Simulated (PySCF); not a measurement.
# C2H6Pb (Pb(CH3)2): the cost of one run

Method: r2SCAN, Pb def2-SVP with ECP60, C def2-SVP, H def2-SVP; scalar-relativistic core potentials, no spin–orbit coupling; program: PySCF 2.14.0.

4 further runs of the same task are left out: 2 for a known fault of the program, 1 that didn't finish, 1 set aside as unsound or not needed.

## Step 1: Starting geometry

9 atoms, charge 0, spin multiplicity 1.

Bond lengths: Pb1–C2 2.313 Å, Pb1–C6 2.313 Å, C2–H3 1.100 Å, C2–H4 1.104 Å, C2–H5 1.104 Å, C6–H7 1.100 Å, C6–H8 1.104 Å, C6–H9 1.104 Å. Angles: C2–Pb1–C6 90.4°, Pb1–C2–H3 113.0°, Pb1–C2–H4 108.9°, Pb1–C2–H5 108.9°, H3–C2–H4 109.3°, H3–C2–H5 109.3°, H4–C2–H5 107.3°, Pb1–C6–H7 113.0°, Pb1–C6–H8 108.9°, Pb1–C6–H9 108.9°, H7–C6–H8 109.3°, H7–C6–H9 109.3°, H8–C6–H9 107.3°.

Geometry (Å):

| atom | x (Å) | y (Å) | z (Å) |
| --- | --- | --- | --- |
| Pb1 | 0.0000 | 0.0000 | -0.7917 |
| C2 | 1.6413 | 0.0000 | 0.8386 |
| H3 | 2.6601 | 0.0000 | 0.4232 |
| H4 | 1.5088 | 0.8889 | 1.4793 |
| H5 | 1.5088 | -0.8889 | 1.4793 |
| C6 | -1.6413 | 0.0000 | 0.8386 |
| H7 | -2.6601 | 0.0000 | 0.4232 |
| H8 | -1.5088 | -0.8889 | 1.4793 |
| H9 | -1.5088 | 0.8889 | 1.4793 |

Formal oxidation states: Pb +2. An earlier session relaxed this geometry at r2SCAN, Pb def2-SVP with ECP60, C def2-SVP, H def2-SVP (singlet, point group C2v).

Its energy there is -272.634415 Eh.

## Step 2: Multiplicity 3 at the relaxed geometry

File run.py (the lines that set the calculation):

```python
mol = gto.M(atom='''
Pb     0.00000     0.00000    -0.79174
C      1.64125     0.00000     0.83856
H      2.66011     0.00000     0.42316
H      1.50883     0.88888     1.47927
H      1.50883    -0.88888     1.47927
C     -1.64125     0.00000     0.83856
H     -2.66011     0.00000     0.42316
H     -1.50883    -0.88888     1.47927
H     -1.50883     0.88888     1.47927''',
    basis={'Pb': 'def2-SVP', 'C': 'def2-SVP', 'H': 'def2-SVP'},
    ecp={'Pb': 'def2-SVP'},
    charge=0, spin=2)
mf = dft.UKS(mol, xc='R2SCAN')
mf.grids.atom_grid = (50, 194)
mf = mf.density_fit()  # fitting sets: Pb def2-universal-JKFIT, C def2-universal-JKFIT, H def2-universal-JKFIT
mf.conv_tol = 1e-08; mf.max_cycle = 55
mf.kernel(dm0)  # dm0: free metal ions and neutral atoms
```

Launch:

```sh
$ OMP_NUM_THREADS=2 python run.py
```

**Question.** How long does this run take on 2 threads of Intel Xeon 6975P-C (Granite Rapids), shared host?

About 5 s.
